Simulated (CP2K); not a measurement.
# Hf2Pd2Se2Br2O3 in CP2K: the effect of functional

Hf2Pd2Se2Br2O3:

```
CELL_PARAMETERS angstrom
3.72613 0.00000 0.00000
-1.86306 3.22692 0.00000
0.00000 0.00000 17.00867
ATOMIC_POSITIONS crystal
Hf 0.66667 0.33333 0.93385
Hf 0.33333 0.66667 0.06615
Pd 0.00000 0.00000 0.30298
Pd 0.00000 0.00000 0.69702
Se 0.33333 0.66667 0.22649
Se 0.66667 0.33333 0.77351
Br 0.66667 0.33333 0.39862
Br 0.33333 0.66667 0.60138
O 0.33333 0.66667 0.92689
O 0.66667 0.33333 0.07311
O 0.00000 0.00000 0.00000
```

The cell was built by a generator and needn't be a form met in nature.

Alike in all runs:

| Item | Value |
| --- | --- |
| Program | CP2K 2026.2 |
| Task | band structure |
| Potentials or basis | POTENTIAL_UZH Hf GTH-PBE-q12, Pd GTH-PBE-q18, Se GTH-PBE-q6, Br GTH-PBE-q7, O GTH-PBE-q6; TZVP-MOLOPT-PBE-GTH basis |
| Density cutoff | 13606 eV |
| k mesh | 8 × 8 × 2 |
| Occupations | fermi-dirac, width 0.05 eV |
| Spin | no spin polarisation |

```tsv
functional	pressure (GPa)	largest force (eV/Å)
LDA	?	?
PBEsol	-4.6	0.45
RPBE	2.1	0.28
```

**Question.** What does the run with functional LDA give?

**Answer.** Pressure -6.9 GPa; largest force 0.62 eV/Å.

Caveats: the potentials were made for another functional, which shifts forces and pressure; the basis of atomic orbitals isn't converged, which shifts pressures, moduli and gaps; this functional lacks dispersion, which binds the layers, so the pressure and a relaxed spacing across them are unreliable (some runs).
